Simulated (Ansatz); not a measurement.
Born–Oppenheimer molecular dynamics of a periodic cell of 32 atoms, H4CN2O (host H4CN2O, host structure P-42_1m). It starts from an unrelaxed structure (largest force component 0.91 eV/Å).

All numbers below come from DFT LDA, scalar-relativistic, plane waves, PAW (Ansatz). Settings: cutoff 420 eV, k mesh 2x2x2, fermi-dirac smearing 0.05 eV, no spin polarisation.

- ensemble: NVE (velocity Verlet)
- time step: 0.5 fs
- steps asked: 120
- starting velocities drawn for: 1400 K
- seed: 978199

Frames 2.5 fs apart, positions in Å, forces in eV/Å.

Velocities at 20.0 fs (Å/ps):

```
H -20.75 38.28 -3.46
H 8.68 -24.82 11.31
H -2.63 29.61 -20.01
H -30.56 6.02 -31.99
H 26.98 -22.22 50.06
H 52.38 -36.33 -0.85
H 15.35 -18.27 -6.42
H 30.77 -9.68 34.58
C -4.72 9.69 -3.68
C -6.11 -9.43 -8.30
N 4.40 -1.08 7.13
N -0.59 16.04 -3.96
N 19.00 -4.51 5.77
N 8.07 -12.07 4.56
O -7.16 -4.10 -5.82
O -6.00 1.36 6.98
H 36.73 -22.01 -14.52
H -6.51 -13.74 12.97
H -11.10 34.54 -34.87
H -15.08 -22.00 -0.49
H -1.04 -15.34 -20.93
H -7.68 38.93 -7.88
H 21.08 -67.68 29.60
H 12.24 -3.70 12.01
C 3.93 -12.95 -2.10
C -1.04 -6.36 11.13
N -2.57 -3.83 -9.12
N -0.80 -2.93 -5.94
N 1.58 11.58 -14.45
N -13.49 16.98 17.45
O 3.63 5.21 1.12
O -5.02 1.00 -1.89
```

```xyz
32
Lattice="0.0000 5.6398 4.7359 5.6398 0.0000 4.7359 5.6398 5.6398 0.0000" Properties=species:S:1:pos:R:3:forces:R:3 time_fs=20.0 energy_less_start_eV=1.726 T=971
H 7.213 4.186 6.344 0.54 0.77 0.83
H 4.366 4.325 3.619 -0.11 -0.19 -0.73
H 4.605 6.699 6.252 -0.47 -0.18 0.18
H 6.910 6.781 3.767 -0.81 0.59 -0.74
H 6.472 9.058 4.482 0.06 0.15 0.72
H 9.262 4.616 4.761 0.30 -0.19 0.12
H 4.797 2.311 4.332 -0.09 -0.18 -0.75
H 1.990 6.775 4.996 0.43 -0.31 0.70
C 5.606 2.900 6.135 0.35 0.05 0.16
C 8.439 5.530 3.158 -1.22 0.97 -0.16
N 6.583 3.733 5.716 -1.77 -1.66 -1.87
N 3.734 5.035 3.981 -2.20 2.16 -1.68
N 5.097 7.363 5.665 1.35 1.37 1.45
N 7.729 6.280 4.039 0.10 0.06 -2.03
O 5.462 8.429 2.618 -0.31 -0.34 2.32
O 2.710 5.565 6.634 -0.20 0.52 0.84
H 6.620 10.041 5.973 1.03 0.71 -0.38
H 9.808 9.815 7.838 1.19 -1.32 -0.15
H 9.692 7.348 5.857 -0.35 -0.22 -0.15
H 6.929 7.169 8.214 -0.17 0.06 -0.12
H 6.600 3.941 4.731 0.39 0.27 -0.72
H 3.367 4.931 4.900 0.20 -0.39 1.87
H 4.736 7.520 4.745 -0.11 -0.10 -1.08
H 7.818 6.167 5.017 0.31 -0.36 1.76
C 5.791 8.393 6.286 -1.66 -2.22 0.81
C 2.743 5.764 3.269 0.56 -0.38 2.15
N 6.587 9.126 5.527 -0.53 0.55 -0.97
N 9.280 4.719 3.751 0.25 -0.10 0.43
N 4.792 2.164 5.333 1.20 1.11 0.49
N 1.894 6.543 4.018 0.82 -0.63 -0.86
O 5.713 2.941 2.807 0.16 -0.22 -0.99
O 8.177 5.728 6.795 0.79 -0.36 -1.45
32
Lattice="0.0000 5.6398 4.7359 5.6398 0.0000 4.7359 5.6398 5.6398 0.0000" Properties=species:S:1:pos:R:3:forces:R:3 time_fs=22.5 energy_less_start_eV=1.971 T=912
H 7.174 4.302 6.358 -0.20 0.09 0.00
H 4.369 4.276 3.634 -1.28 1.34 -0.14
H 4.577 6.753 6.225 -0.77 -0.88 1.30
H 6.850 6.790 3.683 2.20 -1.15 0.80
H 6.537 9.004 4.571 -0.17 -0.32 -4.49
H 9.395 4.527 4.753 -0.48 0.56 -0.70
H 4.835 2.263 4.287 0.13 0.07 -0.62
H 2.070 6.743 5.084 -0.53 -0.10 -1.09
C 5.595 2.924 6.126 0.45 -0.41 0.26
C 8.421 5.508 3.139 -0.26 0.69 2.82
N 6.591 3.728 5.728 -0.75 -0.42 -3.25
N 3.729 5.078 3.968 -0.93 -0.13 0.05
N 5.147 7.354 5.683 0.41 0.08 0.82
N 7.746 6.252 4.045 -3.06 1.97 -1.33
O 5.443 8.418 2.608 -0.51 -0.23 2.16
O 2.694 5.569 6.652 -0.48 0.46 -1.65
H 6.741 10.015 5.931 0.79 0.84 -0.05
H 9.826 9.744 7.862 0.50 -0.48 -0.04
H 9.649 7.424 5.771 -0.42 -0.39 0.16
H 6.881 7.125 8.210 -0.42 0.63 0.10
H 6.609 3.907 4.681 0.38 -0.02 1.31
H 3.358 5.016 4.931 0.90 -0.36 0.53
H 4.781 7.355 4.762 0.18 0.45 -1.80
H 7.854 6.148 5.081 -0.07 -0.12 -0.57
C 5.798 8.357 6.283 -0.17 0.51 1.06
C 2.740 5.749 3.300 -1.28 1.48 -0.25
N 6.579 9.117 5.506 -0.52 0.05 4.39
N 9.280 4.711 3.737 1.63 -1.70 0.50
N 4.799 2.196 5.299 0.91 1.03 0.34
N 1.864 6.583 4.060 3.06 -2.52 0.02
O 5.722 2.954 2.808 -0.01 -0.57 -1.42
O 8.165 5.730 6.789 0.79 -0.42 0.78
32
Lattice="0.0000 5.6398 4.7359 5.6398 0.0000 4.7359 5.6398 5.6398 0.0000" Properties=species:S:1:pos:R:3:forces:R:3 time_fs=25.0 energy_less_start_eV=2.256 T=840
H 7.126 4.423 6.372 -0.77 -1.02 -0.93
H 4.304 4.297 3.636 -0.73 0.93 -0.33
H 4.514 6.767 6.261 0.88 0.59 -0.03
H 6.902 6.742 3.640 1.28 -0.51 0.91
H 6.593 8.938 4.465 -0.20 0.24 0.75
H 9.500 4.470 4.710 -0.92 0.93 -0.17
H 4.879 2.220 4.213 0.27 0.42 0.82
H 2.122 6.706 5.118 -1.02 0.29 -0.97
C 5.587 2.946 6.119 0.30 -0.95 0.33
C 8.402 5.490 3.134 1.08 -0.07 4.46
N 6.595 3.720 5.727 0.36 0.91 -1.43
N 3.720 5.121 3.955 -0.53 -0.77 2.69
N 5.199 7.345 5.704 -3.77 -3.82 -1.53
N 7.751 6.231 4.047 -2.30 1.46 -0.10
O 5.423 8.406 2.606 -0.55 0.09 1.65
O 2.677 5.575 6.664 -0.65 0.45 -3.18
H 6.905 10.030 5.883 -0.10 -0.95 -0.31
H 9.872 9.646 7.883 -0.62 0.84 0.29
H 9.588 7.480 5.691 0.70 0.05 -0.14
H 6.814 7.112 8.215 0.36 0.23 0.99
H 6.641 3.874 4.696 0.26 0.09 0.65
H 3.400 5.080 4.995 1.20 -0.25 -1.08
H 4.842 7.219 4.691 1.40 0.87 1.25
H 7.888 6.122 5.120 -0.37 0.05 -1.66
C 5.804 8.324 6.285 1.49 3.38 1.15
C 2.731 5.741 3.331 -2.91 3.06 -2.01
N 6.569 9.108 5.499 0.12 0.62 -0.40
N 9.286 4.695 3.725 2.65 -2.97 -0.83
N 4.809 2.231 5.265 -0.52 0.27 -0.48
N 1.846 6.612 4.102 3.19 -3.02 -1.40
O 5.731 2.964 2.803 -0.21 -0.92 -1.12
O 8.157 5.730 6.785 0.63 -0.54 2.16
32
Lattice="0.0000 5.6398 4.7359 5.6398 0.0000 4.7359 5.6398 5.6398 0.0000" Properties=species:S:1:pos:R:3:forces:R:3 time_fs=27.5 energy_less_start_eV=2.528 T=773
H 7.036 4.487 6.337 -0.30 -1.04 -0.56
H 4.201 4.365 3.615 0.72 -0.97 -1.03
H 4.496 6.808 6.301 1.17 0.62 -0.59
H 7.013 6.674 3.641 -2.77 2.07 -0.81
H 6.636 8.884 4.378 -0.57 0.57 3.01
H 9.554 4.466 4.662 -0.75 0.80 1.15
H 4.940 2.202 4.181 0.25 0.73 0.88
H 2.118 6.686 5.103 -0.61 0.47 0.97
C 5.579 2.963 6.113 0.05 -1.48 0.72
C 8.389 5.472 3.149 2.24 -0.76 2.75
N 6.600 3.716 5.721 0.17 0.86 0.84
N 3.708 5.162 3.954 -0.57 0.40 3.29
N 5.235 7.320 5.719 -4.22 -4.50 -1.37
N 7.748 6.216 4.048 1.46 -0.98 0.78
O 5.400 8.395 2.610 -0.37 0.48 0.55
O 2.657 5.583 6.664 -0.59 0.24 -1.97
H 7.065 9.995 5.819 -0.82 -1.47 -0.01
H 9.888 9.590 7.917 -0.59 0.76 -0.36
H 9.563 7.536 5.606 0.84 0.00 0.02
H 6.765 7.116 8.275 0.68 0.06 1.08
H 6.689 3.848 4.741 0.22 0.30 -1.51
H 3.510 5.128 5.003 0.60 -0.14 -0.78
H 4.979 7.132 4.682 1.06 0.95 1.58
H 7.900 6.099 5.071 -0.35 0.07 -0.25
C 5.817 8.307 6.293 2.18 4.18 0.64
C 2.708 5.748 3.351 -3.50 3.79 -2.75
N 6.561 9.101 5.492 1.06 0.63 -2.91
N 9.302 4.668 3.710 1.60 -2.09 -1.55
N 4.817 2.268 5.230 -0.82 0.06 -0.34
N 1.842 6.628 4.137 2.40 -3.13 -3.73
O 5.740 2.971 2.795 -0.30 -1.03 -0.62
O 8.152 5.729 6.790 0.42 -0.47 2.89
32
Lattice="0.0000 5.6398 4.7359 5.6398 0.0000 4.7359 5.6398 5.6398 0.0000" Properties=species:S:1:pos:R:3:forces:R:3 time_fs=30.0 energy_less_start_eV=1.634 T=993
H 6.932 4.497 6.273 0.63 0.40 0.80
H 4.130 4.391 3.540 0.40 -0.19 -0.48
H 4.537 6.879 6.312 -0.65 -0.73 0.23
H 6.998 6.706 3.611 -0.63 0.71 0.17
H 6.647 8.861 4.453 -0.50 0.11 0.89
H 9.563 4.510 4.671 -0.61 0.60 0.48
H 5.015 2.226 4.194 0.23 0.68 -0.43
H 2.076 6.690 5.136 -0.30 0.10 0.92
C 5.572 2.973 6.111 -0.11 -1.76 1.01
C 8.386 5.450 3.178 2.52 -0.84 -0.87
N 6.606 3.715 5.716 -0.43 -0.34 -1.05
N 3.694 5.203 3.965 0.26 -0.53 0.16
N 5.255 7.277 5.730 -0.71 -0.81 1.30
N 7.749 6.199 4.050 -0.81 0.53 -1.87
O 5.376 8.386 2.616 -0.11 0.74 -0.66
O 2.635 5.591 6.658 -0.30 -0.21 0.44
H 7.181 9.880 5.757 -0.46 -0.31 0.65
H 9.873 9.574 7.928 0.31 -0.43 -1.20
H 9.581 7.589 5.523 -0.31 -0.58 0.47
H 6.751 7.125 8.393 -0.04 0.38 0.07
H 6.748 3.836 4.715 -0.13 0.02 -0.37
H 3.654 5.168 4.973 -0.12 -0.05 1.01
H 5.175 7.098 4.750 0.00 0.14 -1.13
H 7.893 6.078 5.016 -0.11 -0.06 2.26
C 5.840 8.309 6.303 1.52 2.42 -0.64
C 2.668 5.773 3.359 -2.24 3.24 -1.84
N 6.556 9.098 5.473 0.69 0.03 -1.39
N 9.326 4.632 3.689 -0.16 -0.11 0.43
N 4.822 2.306 5.193 0.18 0.58 0.84
N 1.848 6.631 4.158 2.19 -2.74 -2.82
O 5.747 2.974 2.784 -0.26 -0.74 -0.10
O 8.147 5.725 6.805 0.06 -0.24 2.73
32
Lattice="0.0000 5.6398 4.7359 5.6398 0.0000 4.7359 5.6398 5.6398 0.0000" Properties=species:S:1:pos:R:3:forces:R:3 time_fs=32.5 energy_less_start_eV=1.962 T=914
H 6.860 4.525 6.250 0.78 0.57 0.86
H 4.083 4.407 3.440 -0.26 1.39 0.84
H 4.543 6.910 6.333 -1.45 -1.22 0.25
H 6.941 6.781 3.588 1.93 -1.27 1.11
H 6.631 8.837 4.553 -0.02 -1.34 -4.63
H 9.536 4.587 4.705 -0.28 -0.04 -1.05
H 5.103 2.290 4.186 -0.05 0.58 -0.81
H 2.017 6.699 5.214 0.01 -0.61 -1.09
C 5.565 2.974 6.114 0.01 -1.60 0.58
C 8.396 5.424 3.203 1.91 -0.29 -3.36
N 6.610 3.713 5.707 -0.25 -0.45 -1.98
N 3.681 5.242 3.977 0.54 -1.94 -1.68
N 5.271 7.231 5.745 1.56 1.92 1.61
N 7.746 6.183 4.047 -2.58 1.87 -0.11
O 5.352 8.379 2.619 0.08 0.82 -1.22
O 2.612 5.599 6.653 0.13 -0.67 1.91
H 7.273 9.747 5.731 0.29 0.81 0.93
H 9.872 9.539 7.875 0.41 -0.50 -0.62
H 9.587 7.610 5.465 -0.36 -0.68 0.28
H 6.738 7.155 8.519 -0.23 0.29 -0.61
H 6.799 3.826 4.668 -0.59 -0.18 1.23
H 3.794 5.205 4.989 -0.55 0.04 0.37
H 5.375 7.074 4.766 -0.60 -0.36 -1.01
H 7.876 6.057 5.068 -0.40 0.25 0.14
C 5.871 8.324 6.311 0.14 -0.14 -1.66
C 2.617 5.815 3.358 0.49 1.55 0.29
N 6.554 9.095 5.450 -0.20 0.74 3.76
N 9.349 4.595 3.671 -0.95 0.92 2.01
N 4.828 2.346 5.160 0.26 0.55 1.58
N 1.863 6.623 4.167 0.79 -0.91 0.14
O 5.754 2.974 2.772 -0.06 -0.15 0.62
O 8.143 5.721 6.830 -0.50 0.02 1.30
32
Lattice="0.0000 5.6398 4.7359 5.6398 0.0000 4.7359 5.6398 5.6398 0.0000" Properties=species:S:1:pos:R:3:forces:R:3 time_fs=35.0 energy_less_start_eV=2.365 T=812
H 6.833 4.577 6.272 0.41 -1.09 -0.43
H 4.025 4.496 3.383 0.21 0.63 0.75
H 4.479 6.877 6.360 0.57 -0.27 -1.36
H 6.983 6.790 3.623 1.12 -0.84 0.29
H 6.608 8.756 4.453 -0.26 0.46 0.56
H 9.494 4.662 4.686 0.37 -0.71 -0.63
H 5.185 2.389 4.138 -0.81 0.49 0.31
H 1.960 6.673 5.237 0.62 -0.93 -1.16
C 5.558 2.967 6.119 0.39 -1.02 -0.40
C 8.415 5.397 3.212 0.74 0.66 -3.84
N 6.614 3.710 5.691 -0.16 0.85 0.93
N 3.670 5.273 3.983 0.06 -1.09 -0.56
N 5.292 7.192 5.766 1.11 1.81 0.39
N 7.734 6.175 4.043 -0.77 0.44 2.38
O 5.328 8.375 2.618 0.15 0.82 -1.13
O 2.590 5.604 6.654 0.58 -1.00 2.35
H 7.372 9.653 5.756 -0.53 0.34 0.16
H 9.892 9.479 7.789 -0.18 0.46 0.88
H 9.578 7.594 5.422 0.77 -0.16 -0.27
H 6.718 7.198 8.611 0.72 -0.54 -0.62
H 6.818 3.808 4.681 -0.52 -0.02 0.32
H 3.899 5.244 5.023 -1.07 0.07 -1.40
H 5.536 7.031 4.735 -1.56 -0.20 1.78
H 7.836 6.050 5.132 -0.43 0.42 -1.70
C 5.902 8.338 6.311 -1.36 -2.31 -1.75
C 2.569 5.864 3.357 3.44 -0.68 1.66
N 6.552 9.094 5.439 1.41 0.12 -1.09
N 9.368 4.561 3.659 -1.13 0.80 0.61
N 4.834 2.388 5.133 -0.43 -0.19 1.02
N 1.881 6.611 4.176 -2.64 2.04 1.34
O 5.760 2.974 2.763 0.23 0.41 1.20
O 8.137 5.716 6.860 -1.07 0.23 -0.59
```

Of the whole run (60 fs, mean temperature of the second half 698 K): The conserved energy stayed within 0.55 meV per atom of its start (net change 0.38 meV per atom), so the integration is sound. The temperature averaged 0.50 of the 1400 K drawn at the start: a run that starts near a minimum puts about half its kinetic energy into the potential. A run of 0.06 ps of so small a system gives no equilibrium averages.

The run took 5.6 min on 1 thread of Intel(R) Xeon(R) 6975P-C (Granite Rapids), on a shared host, peak memory 0.71 GiB.
